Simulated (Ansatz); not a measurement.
CH₂ClI, SMILES ClCI: the interaction energy of a dimer with the counterpoise correction, run with Ansatz 0.2.0, Python API.

Script `ch2cli.py`:
```python
'''Binding of a CH2ClI dimer at a trial geometry.'''

from dataclasses import dataclass

import ansatz as az


@dataclass(frozen=True)
class Settings:
    basis: str = 'def2-SVP'
    xc: str = 'hf'


cfg = Settings()

FIRST = [
    ('Cl', (-1.3969, 0.1117, 0.9207)),
    ('C', (-0.0405, 0.0988, -0.173)),
    ('I', (1.4545, -0.9799, 0.767)),
    ('H', (0.334, 1.1429, -0.3889)),
    ('H', (-0.3512, -0.3737, -1.1257)),
]
SECOND = [
    ('Cl', (-2.1204, 2.9326, -1.0812)),
    ('C', (-3.2255, 1.7581, -1.741)),
    ('I', (-4.1109, 0.8194, -0.1233)),
    ('H', (-2.6911, 0.9874, -2.3714)),
    ('H', (-3.9715, 2.2809, -2.3716)),
]

def energy(atoms, ghosts=()):
    molecule = az.Crystal.molecule()
    for symbol, xyz in atoms:
        molecule = molecule.atom(symbol, xyz)
    calc = (
        molecule.calculation()
        .basis(gaussian=cfg.basis)
        .functional(cfg.xc)
    )
    deck = calc.input()
    if ghosts:
        deck = deck.set(az.key.basis.gaussian.ghost_atoms, [{'symbol': s, 'position_ang': list(xyz)} for s, xyz in ghosts])
    return az.Session.from_dict(deck).plan().execute().report['free_energy_ev']


def main() -> None:
    # ghost atoms carry the functions of the partner
    both = energy(FIRST + SECOND)
    alone = energy(FIRST) + energy(SECOND)
    ghosted = energy(FIRST, SECOND) + energy(SECOND, FIRST)
    print(f'dimer {both:.6f} eV')
    print(f'interaction, uncorrected   {23.060548 * (both - alone):8.3f} kcal/mol')
    print(f'interaction, counterpoise  {23.060548 * (both - ghosted):8.3f} kcal/mol')
    print(f'basis-set superposition    {23.060548 * (alone - ghosted):8.3f} kcal/mol')


if __name__ == '__main__':
    main()
```

How large is the interaction at this pose, and how much of it is basis-set superposition?

Uncorrected it is 18.411 kcal/mol, with the counterpoise correction 20.786 kcal/mol; the difference, 2.38 kcal/mol, is the superposition error. In this basis both values are repulsive.

What the script printed:

```console
$ python ch2cli.py
dimer -43264.385622 eV
interaction, uncorrected     18.411 kcal/mol
interaction, counterpoise    20.786 kcal/mol
basis-set superposition       2.375 kcal/mol
```

Notes:
- Total energies depend on the basis set; only differences at equal settings carry meaning.
- The dimer is a generated trial pose of unrelaxed monomers, not a minimum, so the figure is no binding energy, and the basis set is small.
- def2 sets replace the cores of elements past krypton by effective core potentials.
- Hartree-Fock leaves correlation out, so bond, atomisation and ionisation energies come out well too low.
- This level lacks the dispersion part of the attraction (electrostatics and induction are there), which can decide the sign where the interaction is weak.
- The whole script took 13 s on 1 thread of Arm Neoverse V1 (shared host), peak memory 0.41 GiB.
